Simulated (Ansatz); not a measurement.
# LiSi16: the cost of one run

Method: DFT PBE, plane waves, PAW, scalar-relativistic, collinear spin, in Ansatz 0.2.0.

### 1 Starting point

The cell holds 17 atoms (LiSi16): a = 7.679 Å, b = 7.679 Å, c = 7.679 Å, α = 60.00°, β = 60.00°, γ = 60.00°.

Its coordinates follow in the input file.

### 2 Preparing the start

The input, input.yaml:

```yaml
accuracy: low
crystal:
  lattice:
    - [0.0, 5.43, 5.43]
    - [5.43, 0.0, 5.43]
    - [5.43, 5.43, 0.0]
  atoms:
    - { symbol: Si, position: [0.0, 0.0, 0.0] }
    - { symbol: Si, position: [0.125, 0.125, 0.125] }
    - { symbol: Si, position: [0.0, 0.0, 0.5] }
    - { symbol: Si, position: [0.125, 0.125, 0.625] }
    - { symbol: Si, position: [0.0, 0.5, 0.0] }
    - { symbol: Si, position: [0.125, 0.625, 0.125] }
    - { symbol: Si, position: [0.0, 0.5, 0.5] }
    - { symbol: Si, position: [0.125, 0.625, 0.625] }
    - { symbol: Si, position: [0.5, 0.0, 0.0] }
    - { symbol: Si, position: [0.625, 0.125, 0.125] }
    - { symbol: Si, position: [0.5, 0.0, 0.5] }
    - { symbol: Si, position: [0.625, 0.125, 0.625] }
    - { symbol: Si, position: [0.5, 0.5, 0.0] }
    - { symbol: Si, position: [0.625, 0.625, 0.125] }
    - { symbol: Si, position: [0.5, 0.5, 0.5] }
    - { symbol: Si, position: [0.625, 0.625, 0.625] }
    - { symbol: Li, position: [0.7532553, 0.2495812, 0.7476313], spin: 1.0 }
magnetization:
  spin_polarized: true
basis:
  ecutwfc: 420.0
kpoints:
  mp_grid: { grid: [2, 2, 2] }
hamiltonian:
  xc: pbe
  pseudopotentials: { kind: paw, azcp: { folder: soft_1 } }
scf:
  occupations: { method: fermi_dirac, width: 0.05 }
  lower_state_search: "off"
relax:
  f_tol: 0.08
  max_steps: 25
  adjacent_minimum: "off"
```

Run with:

```
$ ansatz run input.yaml --threads 1 --pin off --max-ram 3072MiB --backend cpu --events-out ev --progress --plain --runs-dir out
```

**Question.** How long does this run take on 1 thread of Arm Neoverse V2, shared host, and how much memory does it need?

About 42 s, with a peak of 0.65 GiB.
